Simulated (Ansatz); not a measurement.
# AlBH4OSe: small, medium and large basis sets

One table from this session's results is given with a row withheld; the runs are named, their logs left out.

Method: one geometry, several basis sets; program: Ansatz 0.2.0, Gaussian basis.

The runs, in order: PBE0-D4/def2-SVP; ωB97M-V/def2-SVP; PBE0-D4/def2-QZVPP; ωB97M-V/def2-QZVPP; the functionals' def2-TZVPP values are taken from earlier runs.

## Structure used throughout

An earlier PBE0-D4 in a triple-zeta def2 set relaxation fixed the geometry.

SMILES `[OH][AlH][BH][SeH]`, 8 atoms, charge 0, spin multiplicity 1.

Atoms are counted from 1 here; the program's logs count them from 0.

Bond lengths: O1–Al2 1.707 Å, O1–H5 0.956 Å, Al2–B3 2.112 Å, Al2–H6 1.591 Å, B3–Se4 1.899 Å, B3–H7 1.195 Å, Se4–H8 1.474 Å. Angles: Al2–O1–H5 123.3°, O1–Al2–B3 111.7°, O1–Al2–H6 117.6°, B3–Al2–H6 130.7°, Al2–B3–Se4 117.3°, Al2–B3–H7 130.1°, Se4–B3–H7 112.6°, B3–Se4–H8 98.0°.

Set-up of the first run:

in.yaml reads:

```yaml
crystal:
  periodic: [false, false, false]
  atoms:
    - {symbol: O, position_ang: [-1.588023, 0.579072, -0.033111]}
    - {symbol: Al, position_ang: [0.034866, 1.023851, 0.253747]}
    - {symbol: B, position_ang: [1.349192, -0.607064, -0.013254]}
    - {symbol: Se, position_ang: [0.581460, -2.270454, -0.511415]}
    - {symbol: H, position_ang: [-2.320012, 1.189331, 0.041249]}
    - {symbol: H, position_ang: [0.324895, 2.533916, 0.661663]}
    - {symbol: H, position_ang: [2.537581, -0.665084, 0.100382]}
    - {symbol: H, position_ang: [-0.827759, -1.840670, -0.555060]}
basis:
  gaussian: {orbitals: def2-SVP}
hamiltonian: {xc: pbe0, dispersion: d4}
output: {orbitals: {seedname: orbitals}}
```

Started as:

```bash
$ ansatz run in.yaml --threads 2 --pin off --events-out ev --progress --plain --max-ram 4352MiB
```

Among the steps run: PBE0-D4 in def2-SVP; ωB97M-V in def2-SVP; PBE0-D4 in def2-QZVPP; ωB97M-V in def2-QZVPP.

One of the session's tables, all rows but one given; the rest of the session is left out.

It belongs to the step «Density functionals: the series». 

| functional | basis | HOMO (eV) | LUMO (eV) |
| --- | --- | --- | --- |
| PBE0-D4 | def2-SVP | -7.27 | -2.19 |
| PBE0-D4 | def2-TZVPP | -7.32 | -2.31 |
| PBE0-D4 | def2-QZVPP | -7.34 | -2.33 |
| ωB97M-V | def2-SVP | -9.32 | -0.26 |
| ωB97M-V | def2-TZVPP | ? | ? |
| ωB97M-V | def2-QZVPP | -9.42 | -0.53 |

Estimate the missing values for ωB97M-V, def2-TZVPP.

As computed: HOMO (eV): -9.40; LUMO (eV): -0.46. In the column «HOMO (eV)» it lies between ωB97M-V, def2-QZVPP (-9.42) and ωB97M-V, def2-SVP (-9.32).
